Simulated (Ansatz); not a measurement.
**FH₂SeSn+ (SMILES [F][SnH+][SeH]): single points off equilibrium**

How do the functionals fare away from a minimum? The structure is a structure displaced at random from a GFN2-xTB minimum.

Computed with Ansatz 0.2.0, Gaussian basis. Level: single points in def2-TZVPP.

Cores are frozen in the correlated methods. Filled d shells of the heavier atoms are correlated. Core potentials replace the inner electrons past krypton, and spin-orbit coupling is left out.

### 1 The starting structure

SMILES `[F][SnH+][SeH]`, 5 atoms, charge 1, spin multiplicity 1.

Atoms are counted from 1 here; the program's logs count them from 0.

Bond lengths: F1–Sn2 1.954 Å, Sn2–Se3 2.496 Å, Sn2–H4 1.838 Å, Se3–H5 1.497 Å. Angles: F1–Sn2–Se3 97.6°, F1–Sn2–H4 98.2°, Se3–Sn2–H4 164.2°, Sn2–Se3–H5 99.2°.

As a file:

```xyz
5
charge 1, multiplicity 1
F    -1.9098    0.2361    0.9490
Sn   -0.4552   -0.4150   -0.1819
Se    1.2825    1.2256    0.5392
H    -1.3570   -1.7877   -1.0068
H     2.4306    0.7358   -0.2873
```

### 2 CCSD(T)/def2-TZVPP

run/in.yaml

```yaml
crystal:
  periodic: [false, false, false]
  atoms:
    - {symbol: F, position_ang: [-1.909800, 0.236100, 0.949000]}
    - {symbol: Sn, position_ang: [-0.455200, -0.415000, -0.181900]}
    - {symbol: Se, position_ang: [1.282500, 1.225600, 0.539200]}
    - {symbol: H, position_ang: [-1.357000, -1.787700, -1.006800]}
    - {symbol: H, position_ang: [2.430600, 0.735800, -0.287300]}
basis:
  gaussian: {orbitals: def2-TZVPP}
total_charge: 1
correlation: {method: ccsd_t}
output: {forces: true}
```

No record of the launch command was kept for these runs.

### 3 PBE0-D4/def2-TZVPP

Edit run/in.yaml of step 2 so:

```diff
@@ -11,3 +11,3 @@
 total_charge: 1
-correlation: {method: ccsd_t}
-output: {forces: true}
+hamiltonian: {xc: pbe0, dispersion: d4}
+output: {forces: true, orbitals: {seedname: orbitals}}
```

### 4 wB97M-V/def2-TZVPP

Edit run/in.yaml of step 3 so:

```diff
@@ -11,3 +11,3 @@
 total_charge: 1
-hamiltonian: {xc: pbe0, dispersion: d4}
-output: {forces: true, orbitals: {seedname: orbitals}}
+hamiltonian: {xc: {name: wB97M-V}}
+output: {forces: true}
```

### 5 r2SCAN-D4/def2-TZVPP

Edit run/in.yaml of step 4 so:

```diff
@@ -11,3 +11,3 @@
 total_charge: 1
-hamiltonian: {xc: {name: wB97M-V}}
+hamiltonian: {xc: r2scan, dispersion: d4}
 output: {forces: true}
```

### 6 PBE-D4/def2-TZVPP

Edit run/in.yaml of step 5 so:

```diff
@@ -11,3 +11,3 @@
 total_charge: 1
-hamiltonian: {xc: r2scan, dispersion: d4}
+hamiltonian: {xc: pbe, dispersion: d4}
 output: {forces: true}
```

### 7 BLYP-D4/def2-TZVPP

Edit run/in.yaml of step 6 so:

```diff
@@ -11,3 +11,3 @@
 total_charge: 1
-hamiltonian: {xc: pbe, dispersion: d4}
+hamiltonian: {xc: {name: BLYP}, dispersion: d4}
 output: {forces: true}
```

### 8 wB97X-V/def2-TZVPP

Edit run/in.yaml of step 7 so:

```diff
@@ -11,3 +11,3 @@
 total_charge: 1
-hamiltonian: {xc: {name: BLYP}, dispersion: d4}
+hamiltonian: {xc: {name: wB97X-V}}
 output: {forces: true}
```

(Steps that only read results are left out.)

Q: Predict the outcome of this session. Wanted: energy less free atoms, CCSD(T)/def2-TZVPP; RMS force component; RMS force error; HOMO and LUMO, PBE0-D4; T1 diagnostic.

The runs gave:

```
                                  quantity                                                                                           value
energy less free atoms, CCSD(T)/def2-TZVPP                                                                                   -411.1 kJ/mol
                       RMS force component                                                            0.537 to 0.910 eV/Å over the methods
                           RMS force error  PBE0-D4 0.057, wB97M-V 0.064, r2SCAN-D4 0.091, PBE-D4 0.327, BLYP-D4 0.451, wB97X-V 0.077 eV/Å
                    HOMO and LUMO, PBE0-D4                                                                             -13.45 and -9.10 eV
                             T1 diagnostic                                                                                           0.017
```

Against CCSD(T) the functionals' energies less atoms differ by -85.5 to -16.5 kJ/mol, PBE-D4 by -85.5 kJ/mol. The reference is not at the basis limit: in triple zeta CCSD(T) underbinds, which counts against methods that bind more; the gaps are no ranking. On forces the order runs from PBE0-D4 to BLYP-D4. Frozen-core CCSD(T) forces in triple zeta carry basis errors of their own, and this is one geometry, so small gaps rank nothing.
